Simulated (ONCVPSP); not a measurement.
# Pseudopotential generation for thulium: ONCV, PBE

Aim: build the potential from the settings below, then test how well it stands in for the atom: other configurations, scattering, ghost states and the plane-wave cutoff that it needs.

Method: ONCVPSP 4.0.1, PBE, scalar-relativistic.

### Step 1. Starting point

Typed settings, in words:

```json
{
 "element": "thulium (Tm, Z = 69)",
 "type": "optimised norm-conserving Vanderbilt (ONCV)",
 "frozen core": "[Kr] 4d10",
 "valence charge": "23",
 "reference configuration": "4f12 5s2 5p6 5d1 6s2",
 "partial waves": "5s+6s: rc 1.75 bohr, ncon 4, nbas 8, qcut 7.4 1/bohr, 2 projectors; 5p: rc 2.05 bohr, ncon 4, nbas 7, qcut 6.9 1/bohr, 2 projectors, debl 2.4 Ha; 5d: rc 3.60 bohr, ncon 4, nbas 9, qcut 4 1/bohr, 2 projectors, debl 2.4 Ha; 4f: rc 0.70 bohr, ncon 4, nbas 9, qcut 20.3 1/bohr, 1 projector",
 "local potential": "polynomial inside 0.60 bohr (lpopt 5, dvloc0 1 Ha)",
 "core correction": "Teter function, fcfact 5.75, rcfact 1.4"
}
```

The nodes and maxima of the atom's own shells, from an earlier all-electron run, set the scale for the radii.

All-electron outer shells of the reference configuration (PBE, scalar-relativistic, ld1.x):

```tsv
shell	level (eV)	outermost node (bohr)	outermost maximum (bohr)
4d	-178.99	0.24	0.50
5s	-57.66	0.59	1.08
5p	-30.39	0.63	1.24
4f	-9.57	–	0.49
6s	-4.49	1.46	3.17
5d	-1.97	0.71	1.87
6p	-1.34	1.78	4.39
```

### Step 2. Generating the potential

Contents of Tm.dat:

```
# ATOM AND REFERENCE CONFIGURATION
# atsym  z   nc   nv     iexc    psfile
  Tm 69.00    9    5        4      upf
#
#   n    l    f
    1    0    2.00
    2    0    2.00
    2    1    6.00
    3    0    2.00
    3    1    6.00
    3    2   10.00
    4    0    2.00
    4    1    6.00
    4    2   10.00
    4    3   12.00
    5    0    2.00
    5    1    6.00
    5    2    1.00
    6    0    2.00
#
# PSEUDOPOTENTIAL AND OPTIMIZATION
# lmax
    3
#
#   l,   rc,      ep,       ncon, nbas, qcut
    0    1.75    0.00    4    8    7.40
    1    2.05    0.00    4    7    6.90
    2    3.60    0.00    4    9    4.00
    3    0.70    0.00    4    9   20.30
#
# LOCAL POTENTIAL
# lloc, lpopt,  rc(5),   dvloc0
    4    5    0.60    1.00
#
# VANDERBILT-KLEINMAN-BYLANDER PROJECTORs
# l, nproj, debl
    0    2    3.70
    1    2    2.40
    2    2    2.40
    3    1    1.90
#
# MODEL CORE CHARGE
# icmod, fcfact, rcfact
    3    5.75    1.40
#
# LOG DERIVATIVE ANALYSIS
# epsh1, epsh2, depsh
   -4.00    5.00    0.02
#
# OUTPUT GRID
# rlmax, drl
    6.00    0.01
#
# TEST CONFIGURATIONS
# ncnf
    4
# nvcnf
#   n    l    f
    5
    4    3   13.00
    5    0    2.00
    5    1    6.00
    5    2    0.00
    6    0    2.00
#
    5
    4    3   13.00
    5    0    2.00
    5    1    6.00
    5    2    0.00
    6    0    1.00
#
    5
    4    3   13.00
    5    0    2.00
    5    1    6.00
    5    2    0.00
    6    0    0.00
#
    5
    4    3   11.00
    5    0    2.00
    5    1    6.00
    5    2    0.00
    6    0    0.00
#
```

Started as:

```console
$ oncvpsp.x < Tm.dat > Tm.out
```

What does the calculation give? Wanted: cutoffs for 1 and 0.1 mHa per electron, occupied waves; bound ghosts; GHOST(+) flags; largest miss of a reference level; largest test error; largest phase difference near zero energy, channels read; rms error of d²Exc/dn², without and with the model core.

As calculated:

```
                                                quantity                                                 value
  cutoffs for 1 and 0.1 mHa per electron, occupied waves                                     208 Ha and 667 Ha
                                            bound ghosts     s at -1000.10 eV, p at -333.74 eV, d at -89.13 eV
                                          GHOST(+) flags                                    none at low energy
                       largest miss of a reference level                                           11 meV (4f)
                            largest test error (AE − PS)  -283 meV, for 4f13 5s2 5p6 5d0 6s1 (1 test unsolved)
largest phase difference near zero energy, channels read                                             0.045 rad
 rms error of d²Exc/dn², without and with the model core                                     4.67 and 1.72 mHa
```

In words: A bound ghost (s, p, d) makes it unfit for use: electrons can fall into a state that the atom doesn't have. Close by lies the frozen 4p level (-333.9 eV). By total energies transferability is poor: the largest error is 283 meV on 1.5 eV, for 4f13 5s2 5p6 5d0 6s1. Of the tests 1 gave no usable energy difference, which is a warning in itself. It counts as very hard, with 208 Ha needed at the looser tolerance. The tighter tolerance needs 667 Ha, and converged work needs a cutoff nearer that. At the looser tolerance the 4f wave is the slowest; 5s needs 19 Ha. Near zero energy the largest phase difference among the channels read is 0.05 rad, in the d channel. The pseudo curves have a pole with no partner nearby in the atom's: d at -3.26 Ha.
